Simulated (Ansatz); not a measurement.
# TaO₃: a line through an energy map

How does the energy of TaO3 (Pm-3m, No. 221; 4 atoms in the cell) vary with volume per atom, at c/a of the conventional cell = 1.095?

Computed with Ansatz 0.2.0 (DFT PBEsol, scalar-relativistic, plane waves, PAW, unless a step's input says otherwise).

1 further run of the same task is left out (set aside as unsound or not needed). Runs told in other sessions of the task aren't counted.

## 1. The system as given

The structure is cubic, space group Pm-3m (No. 221). Conventional cell: a = 3.922 Å, b = 3.922 Å, c = 3.922 Å, α = 90.00°, β = 90.00°, γ = 90.00°. Ta (site symmetry m-3m) is surrounded by 6 O at 1.96 Å. O (site symmetry 4/mmm) has 2 Ta at 1.96 Å in its first shell of neighbours.

As a file:

```cif
data_structure
_symmetry_space_group_name_H-M 'Pm-3m'
_symmetry_Int_Tables_number 221
_cell_length_a 3.9220
_cell_length_b 3.9220
_cell_length_c 3.9220
_cell_angle_alpha 90.000
_cell_angle_beta 90.000
_cell_angle_gamma 90.000
_cell_volume 60.33
loop_
_atom_site_label
_atom_site_type_symbol
_atom_site_symmetry_multiplicity
_atom_site_Wyckoff_symbol
_atom_site_fract_x
_atom_site_fract_y
_atom_site_fract_z
_atom_site_occupancy
Ta1 Ta 1 b 0.50000 0.50000 0.50000 1
O1 O 3 c 0.00000 0.50000 0.50000 1
```

It goes back to an entry of the Materials Project, which need not be the stable form.

This cell was relaxed beforehand with the same method: volume 15.08 Å³/atom, gap on the mesh none (metal), site moments up to 0.2 μB.

## 2. The scan

The energy is mapped over volume and the cell's shape.

First coordinate, volume per atom: 5 values from 13.27 to 16.89 Å³. Second coordinate, c/a of the conventional cell: 5 values from 0.834 to 1.200.

Nothing else is relaxed (symmetry fixes all fractional coordinates). Energies count from the relaxed crystal. Points are written as (first, second).

## 3. The run at (13.27 Å³, 1.095)

The input, input.yaml:

```yaml
crystal:
  lattice:
    - [3.6461287433, 0.0, 0.0]
    - [0.0, 3.6461287433, 0.0]
    - [0.0, 0.0, 3.9936048126]
  atoms:
    - { symbol: Ta, position: [0.5, 0.5, 0.5] }
    - { symbol: O, position: [0.0, 0.5, 0.5], spin: 0.19 }
    - { symbol: O, position: [0.5, 0.5, 0.0], spin: 0.19 }
    - { symbol: O, position: [0.5, 0.0, 0.5], spin: 0.19 }
basis:
  ecutwfc: 520.0
kpoints:
  mp_grid: { grid: [12, 12, 12] }
hamiltonian:
  xc: pbesol
  pseudopotentials: { kind: paw, azcp: { folder: soft_1 } }
scf:
  occupations: { method: gaussian, width: 0.15 }
output:
  forces: true
  stress: true
  eigenvalues: true
  populations: true
magnetization:
  spin_polarized: true
```

Launch:

```console
$ ansatz run input.yaml --threads 2 --pin off --max-ram 4096MiB --backend cpu --events-out ev --progress --plain --runs-dir out
```

The session goes on with these runs: the other points of the line.

What does the calculation give? Wanted: for each run, volume per atom; energy; slope; pressure; magnetic moment; absolute magnetic moment.

As calculated:

| volume per atom (Å³) | step | energy (meV/atom) | slope (meV/atom per Å³) | pressure (GPa) | magnetic moment (μB per cell) | absolute magnetic moment (μB per cell) |
| --- | --- | --- | --- | --- | --- | --- |
| 13.27 | 3 | 324 | −242 | 38.8 | 0.818 | 0.94 |
| 14.18 | 4 | 165 | −118 | 18.8 | 0.864 | 1.01 |
| 15.08 | 5 | 102 | −26 | 4.1 | 0.910 | 1.08 |
| 15.99 | 6 | 111 | 41 | −6.6 | 0.948 | 1.15 |
| 16.89 | 7 | 171 | 90 | −14.4 | 0.972 | 1.21 |

Energies count from the relaxed crystal. Slopes come from the forces (and the stress, where the cell changes), not from differences of energies.

**Reading.** The lowest point computed on the line is at 15.08 Å³, 102 meV/atom from the zero. Energies and slopes round the minimum, fitted together, put the minimum at 15.394 Å³, with a curvature of about 77 meV/atom per (Å³)². V·d²E/dV² there is about 190 GPa, a bulk modulus under this line's constraint. The highest point computed, at 13.27 Å³, lies 223 meV/atom above the lowest. This is one cut through a surface in two coordinates; the map's lowest point lies off it. Spin-orbit coupling is left out for Ta.
